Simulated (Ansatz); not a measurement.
# GaH6NO: the cost of one run

Method: RHF/def2-SVP, in Ansatz 0.2.0.

## 1. Starting point

Bond lengths: Ga1–N2 2.280 Å, N2–H3 1.060 Å, N2–H4 1.060 Å, Ga1–H5 1.570 Å, Ga1–H6 1.570 Å, Ga1–O7 2.090 Å, O7–H8 1.010 Å. Angles: Ga1–N2–H3 120.0°, Ga1–N2–H4 120.0°, H3–N2–H4 120.0°, N2–Ga1–H5 120.0°, N2–Ga1–H6 120.0°, N2–Ga1–O7 71.6°, H5–Ga1–H6 120.0°, H5–Ga1–O7 105.4°, H6–Ga1–O7 92.8°, Ga1–O7–H8 109.5°.

Structure file:

```xyz
9

Ga    0.0000    0.0000    0.0000
N     0.0000    0.0000    2.2800
H    -0.8770   -0.2713    2.8100
H     0.8770    0.2713    2.8100
H     1.3596    0.0000   -0.7850
H    -1.3596    0.0000   -0.7850
O    -0.2614    1.9661    0.6590
H    -1.2001    2.2714    0.4451
H    -0.1679    1.2627    1.8185
```

## 2. Pulling towards end A

Springs on the bonds that form and break draw the guess towards this end; the thresholds are loose.

input.yaml reads:

```yaml
crystal:
  periodic: [false, false, false]
  atoms:
    - { symbol: Ga, position_ang: [0.0, 0.0, 0.0] }
    - { symbol: "N", position_ang: [0.0, 0.0, 2.28] }
    - { symbol: H, position_ang: [-0.877, -0.2713, 2.81] }
    - { symbol: H, position_ang: [0.877, 0.2713, 2.81] }
    - { symbol: H, position_ang: [1.3596, 0.0, -0.785] }
    - { symbol: H, position_ang: [-1.3596, 0.0, -0.785] }
    - { symbol: O, position_ang: [-0.2614, 1.9661, 0.659] }
    - { symbol: H, position_ang: [-1.2001, 2.2714, 0.4451] }
    - { symbol: H, position_ang: [-0.1679, 1.2627, 1.8185] }
basis:
  gaussian: { orbitals: def2-SVP }
hamiltonian:
  xc: hf
relax:
  f_tol: 0.15
  max_steps: 25
  restrain:
    - { distance: [0, 6], at: 2.99, k: 30.0 }
    - { distance: [8, 1], at: 2.26, k: 30.0 }
    - { distance: [0, 1], at: 1.93, k: 30.0 }
    - { distance: [8, 6], at: 1.01, k: 30.0 }
```

Run with:

```sh
$ ansatz run input.yaml --threads 1 --pin off --max-ram 2048MiB --backend cpu --events-out ev --progress --plain --runs-dir out
```

Q: Estimate wall time and peak memory on 1 thread of Arm Neoverse V1, shared host.

About 24 s, with a peak of 0.17 GiB.
